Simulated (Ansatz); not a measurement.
# F2H2OSi, SMILES O[SiH](F)F: a rigid torsion scan

Computed with Ansatz's Python interface.

`torsion.py`
```python
import ansatz as az
from ase import Atoms

BASIS_SET = 'cc-pVDZ'
XC = 'cam_b3lyp'
FMAX = 0.02


def main() -> None:
    atoms = Atoms(['O', 'Si', 'F', 'F', 'H', 'H'], positions=[
        (0.0607, 1.1266, -0.5411),
        (0.1187, -0.2359, 0.3132),
        (0.7284, -1.3366, -0.6645),
        (-1.2935, -0.6635, 0.6919),
        (-0.5207, 1.0746, -1.3723),
        (0.9485, -0.0292, 1.5267),
    ])

    first = (
        az.Crystal.molecule_from_ase(atoms).calculation()
        .basis(gaussian=BASIS_SET)
        .functional(XC)
        .relax(force_tolerance=FMAX, max_steps=80)
    )
    atoms.positions = first.run(threads=1, pin='off').report['positions_ang']

    start = atoms.get_dihedral(2, 1, 0, 4)
    energies = {}
    for turn in range(0, 360, 30):
        turned = atoms.copy()
        turned.set_dihedral(2, 1, 0, 4, start + turn, indices=[0, 4])
        calculation = (
            az.Crystal.molecule_from_ase(turned).calculation()
            .basis(gaussian=BASIS_SET)
            .functional(XC)
        )
        energies[round((start + turn) % 360)] = calculation.run(threads=1, pin='off').report['free_energy_ev']
    floor = min(energies.values())
    print('dihedral F2-Si1-O0-H4 (deg)   E - E(min) (kcal/mol)')
    for angle, e in sorted(energies.items()):
        print(f'{angle:8d} {23.060548 * (e - floor):14.3f}  ' + '#' * int(30 * (e - floor) / max(max(energies.values()) - floor, 1e-9)))


if __name__ == '__main__':
    main()
```

```console
$ python torsion.py
dihedral F2-Si1-O0-H4 (deg)   E - E(min) (kcal/mol)
      28          0.429  ####
      58          0.000
      88          0.432  ####
     118          1.458  ###############
     148          2.389  #########################
     178          2.755  #############################
     208          2.769  ##############################
     238          2.751  #############################
     268          2.769  #############################
     298          2.754  #############################
     328          2.386  #########################
     358          1.454  ###############
```

The scan is rigid and the energies are electronic, in a modest basis. With rigid groups the curve can differ much from the relaxed path, the start wasn't checked as a minimum of this torsion, and equivalent turns needn't return to the same energy. Finished in 28 s on 1 thread of Intel(R) Xeon(R) Processor @ 2.30GHz, on a shared host, peak memory 0.26 GiB.
